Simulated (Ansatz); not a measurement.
Consider a comparison of functionals at one structure of Y, space group Fm-3m (the Python package of Ansatz (0.2.0)).

The script, `xc_y.py`:
```python
# -*- coding: utf-8 -*-
"""One structure of Y under several functionals."""

import warnings

import ansatz as az


def main():
    warnings.simplefilter("ignore", az.DeckWarning)

    structure = (
        az.Lattice.from_parameters(3.514321, 3.514321, 3.514321, alpha=60.0, beta=60.0, gamma=60.0)
        .atom("Y", (0.0, 0.0, 0.0))
    )

    model = (
        structure.calculation()
        .pseudopotentials("paw")
        .kpoints(length=24)
        .occupations("fermi_dirac", width=0.05)
        .stress()
    )

    rows = []
    for value in ["pbesol", "r2scan", "blyp"]:
        rep = model.functional(value).run().report
        rows.append((value, rep["free_energy_ev"] / len(rep["lattice"]["sites"]), rep["n_iterations"], sum(rep["stress_gpa"][i][i] for i in range(3)) / 3, rep["n_kpoints"]))

    print("  functional   F/atom (eV)    iterations       P (GPa)      k-points")
    for row in rows:
        print(f"{str(row[0]):>12s}  {row[1]:12.5f}  {row[2]:12d}  {row[3]:12.3f}  {row[4]:12d}")


if __name__ == "__main__":
    main()
```

Rank the functionals by the pressure that they give at this structure. What does the order say about their lattices?

From lowest to highest: PBEsol (0.2 GPa), r2SCAN (3.2 GPa) and BLYP (3.6 GPa). At a fixed cell a lower pressure usually means a smaller equilibrium volume, so PBEsol prefers the smallest cell and BLYP the largest.

The output:

Running `python xc_y.py` prints:
```text
  functional   F/atom (eV)    iterations       P (GPa)      k-points
      pbesol   -3795.06331             6         0.157            29
      r2scan   -3859.64564             6         3.156            29
        blyp   -3861.13685             6         3.613            29
```

What to keep in mind:
- BLYP can be off by several per cent in the lattices of metals, and by several GPa in the pressure at a fixed cell.
- The mesh is modest for a metal, so energies can be off by several to tens of meV an atom and pressures by half a GPa or more; differences at equal mesh fare better.
- Pressure is positive in compression.
- This isn't the structure that Y takes at ambient conditions.
- Total energies of different functionals can't be compared; pressures, moments and gaps at this one structure can.
- It ran for 3.6 s on 1 thread of Arm Neoverse V1, on a shared host, peak memory 0.41 GiB.

(A comment or docstring line of the script was reworded after the run, the code is as it ran; lines on the test bed's own set-up are left out of the output.)
